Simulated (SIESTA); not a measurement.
A calculation with SIESTA 5.4.2 of Zn (native input, structure typed inline):

The input Zn.fdf:

```
SystemName                      Zn
SystemLabel                     Zn
NumberOfSpecies                 1
NumberOfAtoms                   6
%block ChemicalSpeciesLabel
  1  30 Zn
%endblock ChemicalSpeciesLabel

LatticeConstant                 1.0 Ang
%block LatticeVectors
     2.6647980532     0.0000000000     0.0000000000
    -1.3323990266     2.3077828100     0.0000000000
     0.0000000000     0.0000000000    27.3667500000
%endblock LatticeVectors
AtomicCoordinatesFormat         Fractional
%block AtomicCoordinatesAndAtomicSpecies
     0.6666666667     0.3333333334     0.2740551947  1  Zn
     0.3333333333     0.6666666666     0.3644331168  1  Zn
     0.6666666667     0.3333333334     0.4548110389  1  Zn
     0.3333333333     0.6666666666     0.5451889611  1  Zn
     0.6666666667     0.3333333334     0.6355668832  1  Zn
     0.3333333333     0.6666666666     0.7259448053  1  Zn
%endblock AtomicCoordinatesAndAtomicSpecies

%block kgrid.MonkhorstPack
   11   0   0  0.0
    0  11   0  0.0
    0   0   1  0.0
%endblock kgrid.MonkhorstPack
XC.Functional                   GGA
XC.Authors                      PBE
PAO.BasisSize                   TZTP
PAO.EnergyShift                 0.003 Ry
Mesh.Cutoff                     800 Ry
OccupationFunction              FD
ElectronicTemperature           0.05 eV
Slab.DipoleCorrection           vacuum
MaxSCFIterations                120
SCF.MustConverge                false
SCF.Mixer.Method                Pulay
SCF.Mixer.Weight                0.25
SCF.Mixer.History               8
SCF.DM.Tolerance                5.0e-05
SCF.H.Tolerance                 1.0e-03 eV
WriteForces                     true
Charge.Mulliken                 end
%block ProjectedDensityOfStates
  EF -10.0 10.0 0.1 201 eV
%endblock ProjectedDensityOfStates
%block PDOS.kgrid.MonkhorstPack
   17   0   0  0.0
    0  17   0  0.0
    0   0   1  0.0
%endblock PDOS.kgrid.MonkhorstPack
%block PAO.PolarizationScheme
  Zn non-perturbative
%endblock PAO.PolarizationScheme
%block PAO.Basis
  Zn 5
  n=3 0 2
    2.271 0.000
  n=4 0 3
    6.330 0.000 0.000
  n=3 1 2
    2.532 0.000
  n=4 1 3
    6.330 0.000 0.000
  n=3 2 3
    4.164 0.000 0.000
%endblock PAO.Basis
```

Potentials or basis: PseudoDojo 0.4 standard (PBE files), TZTP (energy shift 0.003 Ry; two zetas on semicore shells).

Run with:

```console
$ siesta < Zn.fdf > Zn.out 2>&1
```

Q: Write the same calculation in another form: ASE script, structure from a POSCAR.

A: As run:

File run.py:

```python
from ase.io import read
from ase.calculators.siesta import Siesta
from ase.units import Ry, GPa

atoms = read("POSCAR")

fdf = {
    'SCFMustConverge': False,
    'OccupationFunction': 'FD',
    'ElectronicTemperature': '0.05 eV',
    'Slab.DipoleCorrection': 'vacuum',
    'MaxSCFIterations': '120',
    'SCF.Mixer.Method': 'Pulay',
    'SCF.Mixer.Weight': '0.25',
    'SCF.Mixer.History': '8',
    'SCF.DM.Tolerance': '5.0e-05',
    'SCF.H.Tolerance': '1.0e-03 eV',
    'WriteForces': 'true',
    'Charge.Mulliken': 'end',
    'ProjectedDensityOfStates': ['EF -10.0 10.0 0.1 201 eV'],
    'PDOS.kgrid.MonkhorstPack': [' 17   0   0  0.0', '  0  17   0  0.0', '  0   0   1  0.0'],
    'PAO.PolarizationScheme': ['Zn.1 non-perturbative'],
    'PAO.Basis': ['Zn.1 5', 'n=3 0 2', '  2.271 0.000', 'n=4 0 3', '  6.330 0.000 0.000', 'n=3 1 2', '  2.532 0.000', 'n=4 1 3', '  6.330 0.000 0.000', 'n=3 2 3', '  4.164 0.000 0.000'],
}
calc = Siesta(
    label="Zn",
    command="siesta < PREFIX.fdf > PREFIX.out",
    pseudo_path="pseudos",
    pseudo_qualifier="",
    xc=('GGA', 'PBE'),
    basis_set="TZTP",
    mesh_cutoff=800 * Ry,
    energy_shift=0.003 * Ry,
    kpts=[11, 11, 1],
    spin="non-polarized",
    fdf_arguments=fdf,
)
atoms.calc = calc

print(f"energy = {atoms.get_potential_energy():.6f} eV")
free = atoms.get_potential_energy(force_consistent=True)
print(f"free energy = {free:.6f} eV")
print("forces (eV/A):")
print(atoms.get_forces(apply_constraint=False).round(6))
print("stress (GPa, Voigt order, tension positive):", (atoms.get_stress() / GPa).round(4))
```

Contents of POSCAR:

```
Zn
1.0
    2.6647980532      0.0000000000      0.0000000000
   -1.3323990266      2.3077828100      0.0000000000
    0.0000000000      0.0000000000     27.3667500000
Zn
6
Direct
    0.6666666667      0.3333333334      0.2740551947
    0.3333333333      0.6666666666      0.3644331168
    0.6666666667      0.3333333334      0.4548110389
    0.3333333333      0.6666666666      0.5451889611
    0.6666666667      0.3333333334      0.6355668832
    0.3333333333      0.6666666666      0.7259448053
```

Potentials or basis: PseudoDojo 0.4 standard (PBE files), TZTP (energy shift 0.003 Ry; two zetas on semicore shells).

Run with:

```bash
$ python run.py
```

Both were run:

|  | native input, structure typed inline | ASE script, structure from a POSCAR |
| --- | --- | --- |
| Largest force | 0.152 eV/Å | 0.152 eV/Å |
| Band gap on the k mesh | none (metal or under the smearing width) | none (metal or under the smearing width) |

Keys that steer only the numerical path or the files written may differ.

Caveat: short orbitals over semicore shells can move pressures by several GPa; the valence orbitals were made in a potential fitted to the semicore shell under them, which widens gaps by tenths of an eV or more; the basis of atomic orbitals isn't converged, which shifts pressures, moduli and gaps.
